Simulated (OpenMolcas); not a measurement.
**C4H12O4Si (SMILES CO[Si](OC)(OC)OC): HF/ANO-L-VDZP (RICD fitting)**

What is the vertical electron affinity of C4H12O4Si at HF/ANO-L-VDZP (RICD fitting)? 

The calculation is run with OpenMolcas 26.06.

11 further runs of the same task are left out: 11 set aside as unsound or not needed.

**1. Starting point**

C4H12O4Si: 21 atoms, total charge 0, spin state singlet. As SMILES, `CO[Si](OC)(OC)OC`. The shape is that of a GFN2-xTB optimisation. This is one conformer, not always the lowest.

Some bond lengths: C1–O2 1.405 Å, O2–Si3 1.625 Å, Si3–O4 1.624 Å, O4–C5 1.405 Å, Si3–O6 1.625 Å, O6–C7 1.405 Å, Si3–O8 1.625 Å, O8–C9 1.405 Å, C1–H10 1.092 Å, C1–H11 1.090 Å, C1–H12 1.090 Å, C5–H13 1.090 Å, C5–H14 1.090 Å, C5–H15 1.092 Å, C7–H16 1.090 Å, C7–H17 1.092 Å. Some angles: C1–O2–Si3 127.7°, O2–Si3–O4 117.1°, O2–Si3–O6 105.8°, O2–Si3–O8 105.7°, O4–Si3–O6 105.7°, O4–Si3–O8 105.9°, O6–Si3–O8 117.1°, Si3–O4–C5 127.6°, Si3–O6–C7 127.7°, Si3–O8–C9 127.7°.

**2. A single-point energy at HF/ANO-L-VDZP (RICD fitting)**

File job.input:

```
&GATEWAY
 COORD
 21
 bohr
 C      3.38209954    -3.16032128    -2.25552041
 O      0.92619257    -2.54670831    -1.45233012
 Si     0.00222988     0.00510226    -0.01725320
 O     -0.11958187     2.57940057    -1.68482312
 C     -1.86640690     3.19382612    -3.58874109
 O     -2.88120873    -0.53894989     0.88543118
 C     -3.81618853    -2.69960605     2.11367757
 O      2.08058846     0.52277384     2.18240691
 C      2.29970221     2.66460832     3.73723577
 H      3.95525347    -1.94834543    -3.82438994
 H      3.35573786    -5.12601439    -2.87357424
 H      4.72539246    -2.93024712    -0.71065041
 H     -1.54411411     5.16110661    -4.10996535
 H     -3.79438109     2.95819617    -2.90214690
 H     -1.59366273     1.98631003    -5.23960583
 H     -3.30615144    -4.40088869     1.06983065
 H     -3.05056599    -2.83559074     4.02507885
 H     -5.86716498    -2.52066788     2.20137976
 H      0.70603947     2.77808638     5.04354675
 H      2.35174526     4.38106546     2.59894034
 H      4.05442630     2.47686403     4.80145393
 BASIS = ANO-L-VDZP
 GROUP = NoSym
 RICD

&SEWARD

&SCF
 THRESHOLDS = 1e-06 0.001 0.001 0.01
 PRORBITALS = 1 1
```

Launch:

```
$ export MOLCAS_MEM=1860
$ pymolcas job.input > job.log
```

The log of the run:

```text
--- Start Module: gateway ---

                                              &GATEWAY

                       available to each process: 1.9 GB of memory, 1 thread

++    Symmetry information:
      ---------------------

                    Character Table for C1

                             E
                    a        1  x, y, xy, Rz, z, xz, Ry, yz, Rx, I
--

++    Basis set information:
      ----------------------

      Basis set label: C.ANO-L...3S2P1D.

      Electronic valence basis set:
      ------------------
      Associated Effective Charge   6.000000 au
      Associated Actual Charge      6.000000 au
      Nuclear Model: Point charge

      Shell  nPrim  nBasis  Cartesian Spherical Contaminant
         s      14       3        X
         p       9       2        X
         d       4       1                 X

      Basis set label: O.ANO-L...3S2P1D.

      Electronic valence basis set:
      ------------------
      Associated Effective Charge   8.000000 au
      Associated Actual Charge      8.000000 au
      Nuclear Model: Point charge

      Shell  nPrim  nBasis  Cartesian Spherical Contaminant
         s      14       3        X
         p       9       2        X
         d       4       1                 X

      Basis set label: SI.ANO-L...4S3P1D.

      Electronic valence basis set:
      ------------------
      Associated Effective Charge  14.000000 au
      Associated Actual Charge     14.000000 au
      Nuclear Model: Point charge

      Shell  nPrim  nBasis  Cartesian Spherical Contaminant
         s      17       4        X
         p      12       3        X
         d       5       1                 X

      Basis set label: O.ANO-L...3S2P1D.

      Electronic valence basis set:
      ------------------
      Associated Effective Charge   8.000000 au
      Associated Actual Charge      8.000000 au
      Nuclear Model: Point charge

      Shell  nPrim  nBasis  Cartesian Spherical Contaminant
         s      14       3        X
         p       9       2        X
         d       4       1                 X

      Basis set label: C.ANO-L...3S2P1D.

      Electronic valence basis set:
      ------------------
      Associated Effective Charge   6.000000 au
      Associated Actual Charge      6.000000 au
      Nuclear Model: Point charge

      Shell  nPrim  nBasis  Cartesian Spherical Contaminant
         s      14       3        X
         p       9       2        X
         d       4       1                 X

      Basis set label: O.ANO-L...3S2P1D.

      Electronic valence basis set:
      ------------------
      Associated Effective Charge   8.000000 au
      Associated Actual Charge      8.000000 au
      Nuclear Model: Point charge

      Shell  nPrim  nBasis  Cartesian Spherical Contaminant
         s      14       3        X
         p       9       2        X
         d       4       1                 X

      Basis set label: C.ANO-L...3S2P1D.

      Electronic valence basis set:
      ------------------
      Associated Effective Charge   6.000000 au
      Associated Actual Charge      6.000000 au
      Nuclear Model: Point charge

      Shell  nPrim  nBasis  Cartesian Spherical Contaminant
         s      14       3        X
         p       9       2        X
         d       4       1                 X

      Basis set label: O.ANO-L...3S2P1D.

      Electronic valence basis set:
      ------------------
      Associated Effective Charge   8.000000 au
      Associated Actual Charge      8.000000 au
      Nuclear Model: Point charge

      Shell  nPrim  nBasis  Cartesian Spherical Contaminant
         s      14       3        X
         p       9       2        X
         d       4       1                 X

      Basis set label: C.ANO-L...3S2P1D.

      Electronic valence basis set:
      ------------------
      Associated Effective Charge   6.000000 au
      Associated Actual Charge      6.000000 au
      Nuclear Model: Point charge

      Shell  nPrim  nBasis  Cartesian Spherical Contaminant
         s      14       3        X
         p       9       2        X
         d       4       1                 X

      Basis set label: H.ANO-L...2S1P.

      Electronic valence basis set:
      ------------------
      Associated Effective Charge   1.000000 au
      Associated Actual Charge      1.000000 au
      Nuclear Model: Point charge

      Shell  nPrim  nBasis  Cartesian Spherical Contaminant
         s       8       2        X
         p       4       1        X
--

++    Molecular structure info:
      -------------------------

                    ************************************************
                    **** Cartesian Coordinates / bohr, angstrom ****
                    ************************************************

     Center  Label                x              y              z                     x              y              z
        1      C1               3.382100      -3.160321      -2.255520              1.789730      -1.672370      -1.193570
        2      O2               0.926193      -2.546708      -1.452330              0.490120      -1.347660      -0.768540
        3      SI3              0.002230       0.005102      -0.017253              0.001180       0.002700      -0.009130
[... 17 lines of this table left out ...]
       21      H21              4.054426       2.476864       4.801454              2.145510       1.310700       2.540820

                    *************************************************
                    **** InterNuclear Distances / bohr, angstrom ****
                    *************************************************

[... 72 lines left out ...]
      Nuclear repulsion energy =  632.99371665
[... 43 lines left out ...]
++ Convergence information
                                   SCF        iterations: Energy and convergence statistics
[... 13 lines left out ...]
       Convergence after   9 Iterations
[... 3 lines left out ...]
 *                                             SCF/KS-DFT Program, Final results                                             *
 *                                                       Final Results                                                       *
[... 13 lines left out ...]
      All orbitals with orbital energies smaller than  E(LUMO)+0.5 are printed

++    Molecular orbitals:
      -------------------

      Title: SCF orbitals

      Molecular orbitals for symmetry species 1: a

          Orbital            1         2         3         4         5         6         7         8         9        10
          Energy          -68.8471  -20.5373  -20.5371  -20.5370  -20.5369  -11.2774  -11.2772  -11.2770  -11.2770   -6.1868
          Occ. No.          2.0000    2.0000    2.0000    2.0000    2.0000    2.0000    2.0000    2.0000    2.0000    2.0000

          Orbital           11        12        13        14        15        16        17        18        19        20
          Energy           -4.2945   -4.2945   -4.2940   -1.3917   -1.3504   -1.3502   -1.3440   -0.9528   -0.9276   -0.9272
          Occ. No.          2.0000    2.0000    2.0000    2.0000    2.0000    2.0000    2.0000    2.0000    2.0000    2.0000

          Orbital           21        22        23        24        25        26        27        28        29        30
          Energy           -0.9232   -0.7354   -0.6793   -0.6791   -0.6753   -0.6395   -0.6389   -0.6274   -0.6273   -0.6139
          Occ. No.          2.0000    2.0000    2.0000    2.0000    2.0000    2.0000    2.0000    2.0000    2.0000    2.0000

          Orbital           31        32        33        34        35        36        37        38        39        40
          Energy           -0.6051   -0.6046   -0.6019   -0.4976   -0.4948   -0.4774   -0.4773   -0.4678   -0.4589   -0.4494
          Occ. No.          2.0000    2.0000    2.0000    2.0000    2.0000    2.0000    2.0000    2.0000    2.0000    2.0000

          Orbital           41        42        43        44        45        46        47        48        49        50
          Energy           -0.4487    0.0930    0.1215    0.1259    0.1260    0.1970    0.2045    0.2133    0.2135    0.2423
          Occ. No.          2.0000    0.0000    0.0000    0.0000    0.0000    0.0000    0.0000    0.0000    0.0000    0.0000

          Orbital           51        52        53        54        55        56        57        58        59        60
          Energy            0.2435    0.2801    0.2803    0.2894    0.3071    0.3077    0.3173    0.3314    0.3449    0.3464
          Occ. No.          0.0000    0.0000    0.0000    0.0000    0.0000    0.0000    0.0000    0.0000    0.0000    0.0000

          Orbital           61        62        63        64        65        66        67        68        69        70
          Energy            0.3484    0.3494    0.3722    0.3731    0.3888    0.4275    0.4286    0.4593    0.4614    0.5075
          Occ. No.          0.0000    0.0000    0.0000    0.0000    0.0000    0.0000    0.0000    0.0000    0.0000    0.0000

          Orbital           71        72        73        74
          Energy            0.5382    0.5484    0.5704    0.5741
          Occ. No.          0.0000    0.0000    0.0000    0.0000

--

++    Molecular charges:
      ------------------

      Mulliken charges per centre and basis function type
      ---------------------------------------------------

                C1      O2      SI3     O4      C5      O6      C7      O8      C9      H10     H11     H12
      1s       1.9993  1.9998  2.0000  1.9998  1.9993  1.9998  1.9993  1.9998  1.9993  0.9038  0.9007  0.8782
      2s       0.8413  1.7588  1.9968  1.7589  0.8411  1.7590  0.8413  1.7591  0.8415  0.0424  0.0273  0.0429
      2px      0.7482  1.4696  1.9992  1.6920  0.9144  1.5866  1.0064  1.7555  1.0566  0.0055  0.0027  0.0133
[... 17 lines of this table left out ...]
      N-E      0.1639 -0.6799  1.7654 -0.6798  0.1641 -0.6801  0.1642 -0.6805  0.1640  0.0102  0.0298  0.0349

                H13     H14     H15     H16     H17     H18     H19     H20     H21
      1s       0.9008  0.8786  0.9033  0.8792  0.9033  0.9007  0.9032  0.8790  0.9006
      2s       0.0272  0.0429  0.0427  0.0428  0.0427  0.0273  0.0426  0.0428  0.0274
      2px      0.0070  0.0261  0.0070  0.0104  0.0114  0.0289  0.0215  0.0104  0.0245
[... 17 lines of this table left out ...]
      N-E      0.0298  0.0345  0.0104  0.0340  0.0105  0.0298  0.0106  0.0342  0.0299

      Total electronic charge=   82.000000

      Total            charge=   -0.000000
--

++    Static properties:
      ------------------

      LoProp Charges per center

                   C1       O2       SI3      O4       C5       O6       C7       O8       C9       H10
      Nuclear      6.0000   8.0000  14.0000   8.0000   6.0000   8.0000   6.0000   8.0000   6.0000   1.0000
      Electronic  -6.0778  -8.7075 -12.2141  -8.7075  -6.0778  -8.7074  -6.0778  -8.7074  -6.0778  -0.8953

      Total       -0.0778  -0.7075   1.7859  -0.7075  -0.0778  -0.7074  -0.0778  -0.7074  -0.0778   0.1047

                   H11      H12      H13      H14      H15      H16      H17      H18      H19      H20
      Nuclear      1.0000   1.0000   1.0000   1.0000   1.0000   1.0000   1.0000   1.0000   1.0000   1.0000
      Electronic  -0.8781  -0.8878  -0.8780  -0.8878  -0.8953  -0.8880  -0.8955  -0.8779  -0.8954  -0.8879

      Total        0.1219   0.1122   0.1220   0.1122   0.1047   0.1120   0.1045   0.1221   0.1046   0.1121

                   H21
      Nuclear      1.0000
      Electronic  -0.8779

      Total        0.1221
--

++    Natural Bond Order analysis
      ---------------------------
      Based on LoProp computed density
      -------------------------------------------------------------------------------------
      Atom A       Atom B       Bond Order
      -------------------------------------------------------------------------------------
      NBO located      0.996 non-bonded electrons on atom C1
      NBO located      1.000 non-bonded electrons on atom O2
      NBO located      0.978 non-bonded electrons on atom SI3
      NBO located      1.000 non-bonded electrons on atom SI3
      NBO located      0.998 non-bonded electrons on atom SI3
      NBO located      0.998 non-bonded electrons on atom SI3
      NBO located      0.998 non-bonded electrons on atom SI3
      NBO located      1.000 non-bonded electrons on atom O4
      NBO located      0.996 non-bonded electrons on atom C5
      NBO located      1.000 non-bonded electrons on atom O6
      NBO located      0.996 non-bonded electrons on atom C7
      NBO located      1.000 non-bonded electrons on atom O8
      NBO located      0.996 non-bonded electrons on atom C9
      The remaining   34.490 electrons are to be considered as diffuse
--

++    Molecular properties:
      ---------------------

      Charge (e):
                      =   -0.0000
      Dipole Moment (debye):
      Origin of the operator (angstrom)=    0.0005    0.0013   -0.0050
                   X= -8.8659E-04               Y= -5.1214E-03               Z=  5.1507E-02           Total=  5.1769E-02
      Quadrupole Moment (debye*angstrom):
      Origin of the operator (angstrom)=    0.0005    0.0013   -0.0050
                  XX= -5.9426E+01              XY= -4.8768E-02              XZ= -7.2018E-01              YY= -5.9631E+01
                  YZ= -4.2720E-02              ZZ= -5.6788E+01
      In traceless form (debye*angstrom)
                  XX= -1.2161E+00              XY= -7.3151E-02              XZ= -1.0803E+00              YY= -1.5239E+00
                  YZ= -6.4079E-02              ZZ=  2.7400E+00
--

--- Stop Module: scf /rc=_RC_ALL_IS_WELL_ ---
--- Module scf spent 18 seconds ---

.##################.
.# Happy landing! #.
.##################.

    Timing: Wall=39.33 User=38.23 System=0.91
```

It took 40 s on 1 thread of Intel Xeon 6975P-C (Granite Rapids), shared host; peak memory 0.16 GiB.

[end of part 1 of 2]
